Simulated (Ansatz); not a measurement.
# ClFGeH4OSi: up Jacob's ladder to CCSD(T)

Aim: compute ClFGeH4OSi with functionals from several rungs and with coupled cluster. The yardstick is the atomisation energy at the CCSD(T) limit.

Method: functionals in def2-TZVPP, the program's frozen cores in correlated methods; program: Ansatz 0.2.0, Gaussian basis.

The runs, in order: LDA (SPW92), PBE-D4, revPBE-D4, BLYP-D4, r2SCAN-D4, B97M-V, PBE0-D4, B3LYP-D4, r2SCANh-D4, r2SCAN0-D4, HSE06-D4, BHLYP-D4, CAM-B3LYP-D4, LC-ωPBE, ωB97X-V, ωB97M-V, B2PLYP, PBE-QIDH; CCSD(T)/def2-SVP; CCSD(T)/def2-TZVPP; MP2/def2-QZVPP; extrapolation to the limit; RPA on PBE.

## Step 1: The geometry

An earlier PBE0-D4 in a triple-zeta def2 set relaxation fixed the geometry.

SMILES `[F][GeH]([Cl])[O][SiH3]`, 9 atoms, charge 0, spin multiplicity 1.

Atoms are counted from 1 here; the program's logs count them from 0.

Bond lengths: F1–Ge2 1.724 Å, Ge2–Cl3 2.125 Å, Ge2–O4 1.736 Å, Ge2–H6 1.520 Å, O4–Si5 1.651 Å, Si5–H7 1.483 Å, Si5–H8 1.485 Å, Si5–H9 1.482 Å. Angles: F1–Ge2–Cl3 106.0°, F1–Ge2–O4 107.2°, F1–Ge2–H6 109.8°, Cl3–Ge2–O4 109.9°, Cl3–Ge2–H6 112.8°, O4–Ge2–H6 110.9°, Ge2–O4–Si5 136.5°, O4–Si5–H7 109.4°, O4–Si5–H8 110.4°, O4–Si5–H9 107.6°, H7–Si5–H8 109.6°, H7–Si5–H9 109.8°, H8–Si5–H9 110.0°.

## Step 2: LDA

This LDA is Slater exchange with PW92 correlation.

Input file in.yaml:

```yaml
crystal:
  periodic: [false, false, false]
  atoms:
    - {symbol: F, position_ang: [0.024272, 1.261609, -2.044118]}
    - {symbol: Ge, position_ang: [-1.010984, 0.186870, -1.181458]}
    - {symbol: Cl, position_ang: [-0.669127, -1.742573, -2.003898]}
    - {symbol: O, position_ang: [-0.513087, 0.217745, 0.480999]}
    - {symbol: Si, position_ang: [0.876109, -0.085387, 1.320500]}
    - {symbol: H, position_ang: [-2.455265, 0.639014, -1.323016]}
    - {symbol: H, position_ang: [1.562487, 1.196067, 1.615963]}
    - {symbol: H, position_ang: [1.777159, -0.963283, 0.531053]}
    - {symbol: H, position_ang: [0.496835, -0.756263, 2.586874]}
basis:
  gaussian: {orbitals: def2-TZVPP}
hamiltonian: {xc: lda}
output: {orbitals: {seedname: orbitals}}
```

Command:

```console
> ansatz run in.yaml --threads 4 --pin off --events-out ev --progress --plain --max-ram 10444MiB
```

After this run come: PBE-D4 (GGA); revPBE-D4 (GGA); BLYP-D4 (GGA); r2SCAN-D4 (meta-GGA); B97M-V (meta-GGA); B3LYP-D4 (hybrid); r2SCANh-D4 (hybrid); r2SCAN0-D4 (hybrid); HSE06-D4 (hybrid); BHLYP-D4 (hybrid); CAM-B3LYP-D4 (range-separated); LC-ωPBE (range-separated); ωB97X-V (range-separated); ωB97M-V (range-separated); B2PLYP (double hybrid); PBE-QIDH (double hybrid); CCSD(T) in def2-SVP; CCSD(T) in def2-TZVPP; MP2 in def2-QZVPP; RPA on PBE orbitals.

Before running them: what should the planned runs give, taken together? Wanted: atomisation energy, CCSD(T)/CBS; farthest beyond LDA; mean size of error, GGA; mean size of error, meta-GGA; mean size of error, hybrid; mean size of error, range-separated; mean size of error, double hybrid; gap, smallest and largest; T1 diagnostic.

As calculated:

| quantity | value |
| --- | --- |
| atomisation energy, CCSD(T)/CBS | 2987.3 kJ/mol |
| functionals within 29.9 kJ/mol (1.0 %) | PBE-D4, r2SCAN-D4, B97M-V, CAM-B3LYP-D4, ωB97X-V, ωB97M-V |
| farthest beyond LDA | BHLYP-D4 (-123.6 kJ/mol) |
| mean size of error, GGA | 62.9 kJ/mol |
| mean size of error, meta-GGA | 9.0 kJ/mol |
| mean size of error, hybrid | 72.2 kJ/mol |
| mean size of error, range-separated | 26.7 kJ/mol |
| mean size of error, double hybrid | 58.6 kJ/mol |
| gap, smallest and largest | 5.85 eV (LDA (SPW92)), 13.64 eV (LC-ωPBE) |
| T1 diagnostic | 0.0116 |
| triples share of the correlation energy | 3.4 % |

What this shows: The LDA atomisation energy is off by 383.3 kJ/mol (13 %): it overbinds. PBE-D4 misses by -25.0 kJ/mol. Double hybrids carry the basis error of their MP2 part in triple zeta, and no dispersion term here, so their miss is partly the set-up's. The rungs meta-GGA, range-separated miss on average by less than the doubt on the reference (29.9 kJ/mol), so they tie. The reference freezes the cores and leaves out relativity and excitations past (T), and its outer-core shells are covered unevenly, so misses under about 29.9 kJ/mol can't be ranked. Hartree-Fock recovers 73 % of the binding; the rest is correlation. CCSD(T) in def2-SVP is off by -242.2 kJ/mol, so the small basis spoils what the method gains. The gap grows from 5.9 to 13.6 eV across the functionals, mostly with the share of exact exchange. Correlated methods include outer-core shells of Ge, which these sets cover unevenly.
